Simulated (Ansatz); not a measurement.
# In3Se (Pm-3m) in Ansatz: notebook

Aim: see how the results for In3Se move with the level of theory and the settings. Levels: PBEsol+D3(BJ)-ATM, PBEsol+D4. Tasks: relaxation of cell and atoms.

All numbers are computed with Ansatz 0.2.0; they aren't measurements. Logs are shortened: lines on timing, memory, paths and dates and some standing lists are left out, and cuts for length are marked.

## Step 1: Starting point

Symmetry: Pm-3m, No. 221, cubic system. The conventional cell has a = 4.804 Å, b = 4.804 Å, c = 4.804 Å, α = 90.00°, β = 90.00°, γ = 90.00°. In (site symmetry 4/mmm) is surrounded by 8 In at 3.40 Å and 4 Se at 3.40 Å. Se (site symmetry m-3m) has 12 In at 3.40 Å as nearest neighbours.

The cell comes from a database or a generator and needn't be the stable form of this composition.

## Step 2: Relaxation of cell and atoms, PBEsol+D3(BJ)-ATM

File input.yaml:

```yaml
crystal:
  lattice:
    - [4.803758, 0.0, 0.0]
    - [0.0, 4.803758, 0.0]
    - [0.0, 0.0, 4.803758]
  atoms:
    - { symbol: In, position: [0.5, 0.5, 0.0] }
    - { symbol: In, position: [0.5, 0.0, 0.5] }
    - { symbol: In, position: [0.0, 0.5, 0.5] }
    - { symbol: Se, position: [0.0, 0.0, 0.0] }
hamiltonian:
  xc: pbesol
  pseudopotentials: { kind: paw }
  dispersion: d3bjatm
kpoints:
  mp_grid: { grid: [6, 6, 6] }
scf:
  occupations: { method: fermi_dirac, width: 0.05 }
output:
  forces: true
  stress: true
  eigenvalues: true
  write_density: true
  write_potential: true
  elf: true
  volumetric_format: npy
relax:
  f_tol: 0.01
  max_steps: 40
  cell: { stress_tol: 0.05 }
```

Potentials or basis: Ansatz PAW.

Launch:

```sh
$ ansatz run input.yaml --threads 2 --pin off --max-ram 5632MiB --backend cpu --events-out ev --progress --plain --runs-dir out
```

Log:

```text
Warning: RAYON_NUM_THREADS=2 ignored (pool sized by the plan → 2); use --threads N
Engine: ansatz 0.2.0, aarch64-unknown-linux-gnu
Pseudopotentials: kind: paw
Pseudopotential: In, paw, valence charge 13, recommended cutoff 420 eV (normal), In.paw.azcp
Pseudopotential: Se, paw, valence charge 16, recommended cutoff 420 eV (normal), Se.paw.azcp
Functional definition: PBEsol
  exchange = pbesol_x
  correlation = pbesol_c
Crystal: 4 atoms, lattice volume = 110.852 Å³
Basis set: ecut = 420 eV, 2109 PW (Γ), exchange–correlation on 72×72×72 points (8 copies of the dense FFT grid, shifted against one another)
Bands: 33, of which v1, the nominal top of the filled ones, is band 28 counted from 1 (27 counted from 0)
Symmetry: 48 space group operations
Space group: Pm-3m (ITA 221), of the structure as read, at distance tolerance 4.8e-5 Å
k-points: 20 of 216
Non-local potential: In, projectors of the file, l = 0: 2, l = 1: 2, l = 2: 2, l = 3: 2
Non-local potential: Se, projectors of the file, l = 0: 2, l = 1: 2, l = 2: 3, l = 3: 1
PAW form: soft (Blöchl's): semilocal exchange-correlation on the pseudo side does not see the compensation charge
PAW frozen core: In, regenerated for the run's functional, and the local potential with it (the file was generated under x = pbe(κ = 0.804, μ = 0.2195149727645171), c = pbe(β = 0.06672455060314922))
PAW frozen core: Se, regenerated for the run's functional, and the local potential with it (the file was generated under x = pbe(κ = 0.804, μ = 0.2195149727645171), c = pbe(β = 0.06672455060314922))
PAW one-centre angular grid: In, 590 points (default); XC on 64 Gauss nodes
PAW one-centre angular grid: Se, 590 points (default); XC on 64 Gauss nodes
Initial density: superposition of atomic densities (neutral atoms: chi_scale 0, normalization atom), corrected by the library's trained network
Initial wavefunctions: pseudopotential atomic-orbital guess
Functional: x = pbesol(κ = 0.804, μ = 0.12345679012345678), c = pbesol(β = 0.046)
SCF iter   1: F=—  HF=-22002.013916 eV  |F-HF|=—  |Δ(HF+E_count)|=         —  Δρ=3.73e-3  dr2=3.58e-2  ethr=1.77e-3  ⟨swp⟩=7.1  Hψ=2728  notcnv=0
preconditioner: auto → Resta (q_TF=auto, 2.428 Å⁻¹)  ε∞=4.0  [insulator: Δε(μ)=0.223 eV  Ē_g=13.654 eV  σ=0.050 eV  W_gap=0.65  n_scr=26 (ndim 8)  ℏωp=23.7 eV  f_vac=0.000  D(μ)=1.54/eV (n_scr^D=6)  ε∞_Penn≈4.0]
SCF iter   2: F=—  HF=-22002.000740 eV  |F-HF|=—  |Δ(HF+E_count)|=   1.32e-2  Δρ=1.37e-3  dr2=2.84e-3  ethr=6.51e-5  ⟨swp⟩=2.0  Hψ=1011  notcnv=0  defer=3
SCF iter   3: F=—  HF=-22001.999738 eV  |F-HF|=—  |Δ(HF+E_count)|=   1.00e-3  Δρ=4.01e-4  dr2=4.33e-4  ethr=5.16e-6  ⟨swp⟩=2.1  Hψ=1156  notcnv=0  defer=3
SCF iter   4: F=—  HF=-22001.999627 eV  |F-HF|=—  |Δ(HF+E_count)|=   1.11e-4  Δρ=1.99e-4  dr2=6.92e-5  ethr=7.87e-7  ⟨swp⟩=2.0  Hψ=767  notcnv=0  defer=3
SCF iter   5: F=—  HF=-22001.999612 eV  |F-HF|=—  |Δ(HF+E_count)|=   1.46e-5  Δρ=3.43e-5  dr2=9.97e-7  ethr=1.26e-7  ⟨swp⟩=2.0  Hψ=790  notcnv=0  defer=3
SCF iter   6: F=—  HF=-22001.999612 eV  |F-HF|=—  |Δ(HF+E_count)|=   4.75e-7  Δρ=1.19e-5  dr2=1.20e-7  ethr=1.82e-10  ⟨swp⟩=10.6  Hψ=5813  notcnv=0
SCF iter   7: F=-22001.999612 eV  HF=-22001.999612 eV  |F-HF|=1.75e-8  |Δ(HF+E_count)|=   2.14e-8  Δρ=4.06e-6  dr2=1.59e-8  ethr=1.82e-10  ⟨swp⟩=7.8  Hψ=4171  notcnv=0
SCF 1 converged in 7 iterations: F = -22001.999612 eV  dr2 = 1.59e-8
relax step   1: F+E_penalty+E_count = -22001.99961197 eV  Δ(F+E_penalty+E_count) = +0.000e0 eV  max|allowed force component| = 3.300e-29 eV/Å  Δτ_max = 0.0000 Å  P = -4.701 GPa  Ω = 110.852 Å³  (7 SCF iters, dr2 threshold 1.00e-7 eV, accepted)
Crystal: 4 atoms, lattice volume = 97.921 Å³
Basis set: ecut = 420 eV, 1935 PW (Γ), exchange–correlation on 72×72×72 points (8 copies of the dense FFT grid, shifted against one another)
Initial density: handed on by an earlier stage of this run
Initial wavefunctions: those handed on with the density
iter 1 solved again at ethr=2.32e-4 eV; its pass at ethr=3.10e-3 eV (dr2=1.27e-1 eV) is discarded
SCF iter   1: F=—  HF=-22002.260001 eV  |F-HF|=—  |Δ(HF+E_count)|=         —  Δρ=6.43e-3  dr2=1.28e-1  ethr=2.32e-4  ⟨swp⟩=1.4  Hψ=3524  notcnv=0
preconditioner: auto → Resta (q_TF=auto, 2.478 Å⁻¹)  ε∞=4.2  [insulator: Δε(μ)=0.167 eV  Ē_g=14.065 eV  σ=0.050 eV  W_gap=0.68  n_scr=26 (ndim 8)  ℏωp=25.2 eV  f_vac=0.000  D(μ)=1.18/eV (n_scr^D=6)  ε∞_Penn≈4.2]
SCF iter   2: F=—  HF=-22002.230615 eV  |F-HF|=—  |Δ(HF+E_count)|=   2.94e-2  Δρ=1.59e-3  dr2=7.45e-3  ethr=2.32e-4  ⟨swp⟩=2.0  Hψ=880  notcnv=0
SCF iter   3: F=—  HF=-22002.227947 eV  |F-HF|=—  |Δ(HF+E_count)|=   2.67e-3  Δρ=8.66e-4  dr2=1.24e-3  ethr=1.36e-5  ⟨swp⟩=2.0  Hψ=1220  notcnv=0
SCF iter   4: F=—  HF=-22002.227622 eV  |F-HF|=—  |Δ(HF+E_count)|=   3.24e-4  Δρ=3.55e-4  dr2=1.44e-4  ethr=2.25e-6  ⟨swp⟩=2.0  Hψ=771  notcnv=0
SCF iter   5: F=—  HF=-22002.227593 eV  |F-HF|=—  |Δ(HF+E_count)|=   2.89e-5  Δρ=5.40e-5  dr2=2.52e-6  ethr=2.62e-7  ⟨swp⟩=2.0  Hψ=804  notcnv=0
SCF iter   6: F=-22002.227593 eV  HF=-22002.227594 eV  |F-HF|=2.16e-7  |Δ(HF+E_count)|=   1.39e-7  Δρ=1.52e-5  dr2=2.10e-7  ethr=7.27e-10  ⟨swp⟩=10.7  Hψ=5433  notcnv=0
SCF 2 converged in 6 iterations: F = -22002.227593 eV  dr2 = 2.10e-7
relax step   2: F+E_penalty+E_count = -22002.22759334 eV  Δ(F+E_penalty+E_count) = -2.280e-1 eV  max|allowed force component| = 1.400e-29 eV/Å  Δτ_max = 0.0000 Å  P = -0.269 GPa  Ω = 97.921 Å³  energy of the carried Pulay correction = +2.574e-3 eV  (6 SCF iters, dr2 threshold 4.00e-7 eV, accepted)
Crystal: 4 atoms, lattice volume = 97.234 Å³
iter 1 solved again at ethr=1.02e-6 eV; its pass at ethr=3.10e-3 eV (dr2=5.61e-4 eV) is discarded
SCF iter   1: F=—  HF=-22002.228263 eV  |F-HF|=—  |Δ(HF+E_count)|=         —  Δρ=3.71e-4  dr2=4.24e-4  ethr=1.02e-6  ⟨swp⟩=2.0  Hψ=3161  notcnv=0
preconditioner: auto → Resta (q_TF=auto, 2.481 Å⁻¹)  ε∞=4.2  [insulator: Δε(μ)=0.172 eV  Ē_g=14.070 eV  σ=0.050 eV  W_gap=0.69  n_scr=26 (ndim 8)  ℏωp=25.3 eV  f_vac=0.000  D(μ)=0.96/eV (n_scr^D=0)  ε∞_Penn≈4.2]
SCF iter   2: F=—  HF=-22002.228163 eV  |F-HF|=—  |Δ(HF+E_count)|=   9.93e-5  Δρ=1.01e-4  dr2=3.12e-5  ethr=7.70e-7  ⟨swp⟩=1.9  Hψ=757  notcnv=0
SCF iter   3: F=—  HF=-22002.228152 eV  |F-HF|=—  |Δ(HF+E_count)|=   1.17e-5  Δρ=5.32e-5  dr2=5.31e-6  ethr=5.68e-8  ⟨swp⟩=2.0  Hψ=1205  notcnv=0
SCF iter   4: F=—  HF=-22002.228150 eV  |F-HF|=—  |Δ(HF+E_count)|=   1.35e-6  Δρ=2.35e-5  dr2=6.71e-7  ethr=9.66e-9  ⟨swp⟩=2.0  Hψ=773  notcnv=0
SCF iter   5: F=-22002.228150 eV  HF=-22002.228150 eV  |F-HF|=5.97e-10  |Δ(HF+E_count)|=   1.54e-7  Δρ=3.65e-6  dr2=1.17e-8  ethr=3.28e-10  ⟨swp⟩=9.1  Hψ=4107  notcnv=0
SCF 3 converged in 5 iterations: F = -22002.228150 eV  dr2 = 1.17e-8
  Residual-converged pass: ⟨swp⟩=1.1  Hψ=741  notcnv=0  max |occ|·‖R‖ = 7.1e-9 eV (tolerance 1.0e-8 eV)  dr2=1.17e-8  dr2_onsite=1.95e-9  max |Δocc| = 1.6e-10
relax step   3: F+E_penalty+E_count = -22002.22814999 eV  Δ(F+E_penalty+E_count) = -5.566e-4 eV  max|allowed force component| = 2.048e-29 eV/Å  Δτ_max = 0.0000 Å  P = +0.083 GPa  Ω = 97.234 Å³  energy of the carried Pulay correction = +2.727e-3 eV  (5 SCF iters, dr2 threshold 1.81e-7 eV, accepted)
Crystal: 4 atoms, lattice volume = 97.391 Å³
iter 1 solved again at ethr=5.23e-8 eV; its pass at ethr=3.10e-3 eV (dr2=2.88e-5 eV) is discarded
SCF iter   1: F=—  HF=-22002.228160 eV  |F-HF|=—  |Δ(HF+E_count)|=         —  Δρ=8.48e-5  dr2=2.23e-5  ethr=5.23e-8  ⟨swp⟩=2.2  Hψ=3093  notcnv=0
preconditioner: auto → Resta (q_TF=auto, 2.480 Å⁻¹)  ε∞=4.2  [insulator: Δε(μ)=0.169 eV  Ē_g=14.064 eV  σ=0.050 eV  W_gap=0.68  n_scr=26 (ndim 8)  ℏωp=25.2 eV  f_vac=0.000  D(μ)=0.95/eV (n_scr^D=0)  ε∞_Penn≈4.2]
SCF iter   2: F=—  HF=-22002.228160 eV  |F-HF|=—  |Δ(HF+E_count)|=   2.54e-7  Δρ=2.31e-5  dr2=1.56e-6  ethr=4.06e-8  ⟨swp⟩=1.9  Hψ=768  notcnv=0
SCF iter   3: F=—  HF=-22002.228156 eV  |F-HF|=—  |Δ(HF+E_count)|=   3.25e-6  Δρ=1.22e-5  dr2=2.56e-7  ethr=2.84e-9  ⟨swp⟩=2.0  Hψ=1206  notcnv=0
SCF iter   4: F=—  HF=-22002.228156 eV  |F-HF|=—  |Δ(HF+E_count)|=   7.08e-8  Δρ=5.24e-6  dr2=3.02e-8  ethr=4.65e-10  ⟨swp⟩=2.0  Hψ=774  notcnv=0
SCF iter   5: F=-22002.228156 eV  HF=-22002.228156 eV  |F-HF|=6.91e-11  |Δ(HF+E_count)|=   8.06e-9  Δρ=7.30e-7  dr2=4.97e-10  ethr=3.14e-11  ⟨swp⟩=7.8  Hψ=3737  notcnv=0
SCF 4 converged in 5 iterations: F = -22002.228156 eV  dr2 = 4.97e-10
relax step   4: F+E_penalty+E_count = -22002.22815637 eV  Δ(F+E_penalty+E_count) = -6.375e-6 eV  max|allowed force component| = 2.344e-29 eV/Å  Δτ_max = 0.0000 Å  P = +0.002 GPa  Ω = 97.391 Å³  energy of the carried Pulay correction = +2.692e-3 eV  (5 SCF iters, dr2 threshold 1.73e-8 eV, accepted)
Basis set: ecut = 420 eV, 1935 PW (Γ), exchange–correlation on 64×64×64 points (8 copies of the dense FFT grid, shifted against one another)
Initial wavefunctions: pseudopotential atomic-orbital guess (no wavefunctions were taken with the density)
iter 1 solved again at ethr=3.04e-7 eV; its pass at ethr=3.10e-3 eV (dr2=1.67e-4 eV) is discarded
SCF iter   1: F=—  HF=-22002.225709 eV  |F-HF|=—  |Δ(HF+E_count)|=         —  Δρ=1.88e-4  dr2=5.97e-6  ethr=3.04e-7  ⟨swp⟩=2.5  Hψ=4090  notcnv=0
SCF iter   2: F=—  HF=-22002.225701 eV  |F-HF|=—  |Δ(HF+E_count)|=   8.20e-6  Δρ=9.21e-5  dr2=1.40e-6  ethr=1.09e-8  ⟨swp⟩=2.0  Hψ=1114  notcnv=0
SCF iter   3: F=—  HF=-22002.225706 eV  |F-HF|=—  |Δ(HF+E_count)|=   5.00e-6  Δρ=2.08e-5  dr2=1.25e-7  ethr=2.54e-9  ⟨swp⟩=2.6  Hψ=1130  notcnv=0
SCF iter   4: F=—  HF=-22002.225706 eV  |F-HF|=—  |Δ(HF+E_count)|=   2.93e-8  Δρ=2.59e-6  dr2=1.15e-8  ethr=2.28e-10  ⟨swp⟩=2.0  Hψ=1212  notcnv=0
SCF iter   5: F=—  HF=-22002.225706 eV  |F-HF|=—  |Δ(HF+E_count)|=   7.02e-9  Δρ=5.08e-7  dr2=1.06e-10  ethr=2.09e-11  ⟨swp⟩=2.0  Hψ=1201  notcnv=0
SCF iter   6: F=-22002.225706 eV  HF=-22002.225706 eV  |F-HF|=3.64e-12  |Δ(HF+E_count)|=  1.13e-10  Δρ=7.73e-8  dr2=5.79e-12  ethr=1.00e-12  ⟨swp⟩=6.3  Hψ=2995  notcnv=0
SCF 5 converged in 6 iterations: F = -22002.225706 eV  dr2 = 5.79e-12
relax step   5: F+E_penalty+E_count = -22002.22570589 eV  Δ(F+E_penalty+E_count) = +2.450e-3 eV  max|allowed force component| = 8.365e-30 eV/Å  Δτ_max = 0.0000 Å  P = -0.010 GPa  Ω = 97.391 Å³  stress off target by 9.90e-3 GPa  SCF on the basis re-selected at this cell (its energy is not comparable with the rows above)  (6 SCF iters)
basis re-selected at this cell: Δ(F+E_penalty+E_count) = +2.450e-3 eV, ΔP = -0.011 GPa vs the last step (what re-selecting the basis moved, of the pressure what is left beyond the Pulay correction that the steps carried, after the strain that the cell walked since its last selection, with what the two solves' SCF thresholds leave and, on support functions, any second-order correction that the steps lacked; it is no measure of the basis error at this ecutwfc). The dense FFT grid was sized anew with the basis: this SCF ran on 32×32×32 points, the steps before it on 36×36×36, so part of this shift can come from that change (see relax.cell in the input reference). This SCF's stress stands 9.90e-3 GPa from its target on what of the cell is left free (relax.cell.stress_tol is 5.00e-2 GPa) and its largest allowed force component is 8.37e-30 eV/Å (relax.f_tol is 1.00e-2 eV/Å): within both
SCF converged after 6 iterations
Free energy (F): -22002.225706 eV
Harris-Foulkes:  -22002.225706 eV  (|F-HF|=3.64e-12)
Internal energy: -22002.216977 eV  (E = F + TS)
E sigma→0 (E₀):  -22002.221342 eV
Entropy (-TS):   -0.008729 eV (-2.182 meV/atom)
Fermi energy:    10.605374 eV
--- Per-component energies (eV) ---
  E_band       = -406.772621
  E_kinetic    = 843.052881
  E_local      = -5413.486648  (includes V_loc(G=0)·N_el)
  E_nonlocal   = 509.935758
  E_hartree    = 2364.255548
  E_xc         = -747.537816
  E_vxc        = -401.675182  (∫ρ·V_xc dr)
  E_paw        = -14109.014688  (= ΣΔE_a)
  E_vpaw       = -673.110088  (= ΣTr[D̂ρ^β])
  E_aug_tail   = -0.000534  (compensation charges beyond the density's cutoff)
  E_ewald      = -5449.750596
  E_disp       = -1.387039  (pairwise vdW)
  E_core_change = 1.716158  (= ΣΔE_core)
  E_smearing   = -0.008729  (= −TS)
  E_closure    = 0.000000  (closes the sum)
  Σ components = -22002.225706   (vs F -22002.225706, Δ=0.00e0)
--- Forces (eV/Å), atoms counted from 1 ---
  atom   1  In    -0.00000000    -0.00000000     0.00000000
  atom   2  In     0.00000000    -0.00000000     0.00000000
  atom   3  In     0.00000000    -0.00000000    -0.00000000
  atom   4  Se     0.00000000     0.00000000    -0.00000000
  max |Σ_I F_I| component: 1.26e-29 eV/Å
--- Stress (GPa, compression-positive) ---
       -0.009904      -0.000000      -0.000000
       -0.000000      -0.009904      -0.000000
       -0.000000      -0.000000      -0.009904
  P = ⅓ Tr σ = -0.0099 GPa (-0.099 kbar)
--- Band table (eV; the first three rows and the last of 20) ---
  k-point 0: bands = ["-37.2715", "-37.2715", "-37.2715", "-37.2715", "-37.2715", "-4.3106", "-4.2591", "-4.2591", "-4.2591", "-4.0964", "-4.0964", "-3.9022", "-3.9022", "-3.9022", "-3.7928", "-3.7928", "-3.7206", "-3.6516", "-3.6516", "-3.6516", "-2.7617", "3.1336", "6.7666", "6.7666", "6.7666", "8.5573", "8.5573", "11.7960", "11.7960", "11.7960", "15.0644", "15.0644", "15.0644"]
  k-point 1: bands = ["-37.2715", "-37.2715", "-37.2715", "-37.2715", "-37.2715", "-4.2733", "-4.2525", "-4.2252", "-4.2252", "-4.0915", "-4.0725", "-3.9089", "-3.9060", "-3.9060", "-3.8163", "-3.7921", "-3.7400", "-3.6954", "-3.6954", "-3.6515", "-2.6991", "2.9601", "6.1132", "6.9521", "6.9521", "8.6960", "9.4498", "11.5521", "11.5521", "11.6778", "13.8953", "14.5397", "14.5397"]
  k-point 2: bands = ["-37.2715", "-37.2715", "-37.2715", "-37.2715", "-37.2714", "-4.2385", "-4.1795", "-4.1312", "-4.1312", "-4.0793", "-4.0128", "-3.9230", "-3.9179", "-3.9179", "-3.8880", "-3.8047", "-3.8047", "-3.7969", "-3.7847", "-3.6515", "-2.5576", "2.5508", "5.5870", "7.4194", "7.4194", "9.0600", "9.6426", "10.7926", "10.7926", "12.4293", "12.9645", "14.4644", "14.4644"]
  k-point 19: bands = ["-37.2715", "-37.2715", "-37.2715", "-37.2714", "-37.2714", "-4.3557", "-4.1401", "-4.1401", "-4.1401", "-4.0882", "-4.0882", "-4.0882", "-3.8541", "-3.8541", "-3.8541", "-3.8504", "-3.8504", "-3.7025", "-3.7025", "-3.7025", "-1.8019", "5.7116", "5.7116", "5.7116", "6.1359", "6.1359", "6.1359", "6.8689", "14.0194", "14.0194", "14.0194", "19.3488", "19.4954"]
--- Relaxed structure (4 steps of the walk, 4 accepted, 1 SCFs on fresh bases) ---
  F+E_penalty+E_count = -22002.22570589 eV   max|allowed force component| = 8.365e-30 eV/Å   (the final SCF, on the basis selected at the relaxed cell)
  cell:  # Å, volume = 97.3906 Å³
    - [4.600859864719198, -2.407412430484045e-35, -5.617295671129437e-35]
    - [8.024708101613484e-36, 4.600859864719198, -1.6049416203226967e-35]
    - [-5.617295671129437e-35, -1.6049416203226967e-35, 4.600859864719198]
  atoms:
    - { symbol: In, position: [0.5, 0.5, 4.176265801451946e-37] }
    - { symbol: In, position: [0.5, 1.1484730953816265e-36, 0.5] }
    - { symbol: In, position: [-2.401352835818352e-36, 0.5, 0.5] }
    - { symbol: Se, position: [-3.1321993525722e-37, -9.396598053359959e-37, 4.176265801482342e-37] }
```

Wall time 13 s (2 threads of Arm Neoverse V2, shared host); peak memory 0.43 GiB.

Results:

```
Free energy                            : -22002.2257 eV
Relaxed volume                         : 24.35 Å³/atom
Relaxed cell                           : a = 4.601 Å, b = 4.601 Å, c = 4.601 Å, α = 90.00°, β = 90.00°, γ = 90.00°
Space group after relaxing (to 0.05 Å) : Pm-3m (No. 221)
Energy gained by relaxing              : 56.5 meV/atom
Ionic steps                            : 5
Pressure after relaxing                : 0.0 GPa
Band gap on the k mesh                 : none (metal or under the smearing width)
```

The path:
| step | energy change (eV) | largest force (eV/Å) | volume (Å³) |
| --- | --- | --- | --- |
| 1 | 0.0000 | 0.0000 | 110.85 |
| 2 | -0.2280 | 0.0000 | 97.92 |
| 3 | -0.2285 | 0.0000 | 97.23 |
| 4 | -0.2285 | 0.0000 | 97.39 |
| 5 | -0.2261 | 0.0000 | 97.39 |

Final structure:
```yaml
crystal:
  lattice:
    - [4.60086, 0.00000, 0.00000]
    - [0.00000, 4.60086, 0.00000]
    - [0.00000, 0.00000, 4.60086]
  atoms:
    - { symbol: In, position: [0.50000, 0.50000, 0.00000] }
    - { symbol: In, position: [0.50000, 0.00000, 0.50000] }
    - { symbol: In, position: [0.00000, 0.50000, 0.50000] }
    - { symbol: Se, position: [0.00000, 0.00000, 0.00000] }
```

Levels at points of the mesh, in eV from the Fermi level:
| k point | band 24 | band 25 | band 26 | band 27 | band 28 | band 29 | band 30 | band 31 | band 32 | band 33 |
| --- | --- | --- | --- | --- | --- | --- | --- | --- | --- | --- |
| (0.00, 0.00, 0.00) | -3.84 | -3.84 | -2.05 | -2.05 | 1.19 | 1.19 | 1.19 | 4.46 | 4.46 | 4.46 |
| (0.00, 0.00, -0.50) | -2.86 | -2.86 | -1.28 | -1.16 | -0.32 | -0.32 | 1.16 | 4.12 | 4.12 | 4.27 |
| (0.00, -0.50, -0.50) | -6.21 | -2.25 | -1.08 | -0.53 | -0.53 | 1.67 | 1.70 | 1.70 | 1.98 | 5.27 |
| (-0.50, -0.50, -0.50) | -4.89 | -4.47 | -4.47 | -4.47 | -3.74 | 3.41 | 3.41 | 3.41 | 8.74 | 8.89 |

Caveat: the plane-wave basis is chosen anew once the cell has moved, so the energies of steps on either side of that aren't comparable; pairwise dispersion overbinds metals, which lowers pressure and volume; the PAW data sets come from PBE, with cores solved anew for the run's functional, which leaves a small shift of forces and pressure.

(Continued in part 2 of 2.)
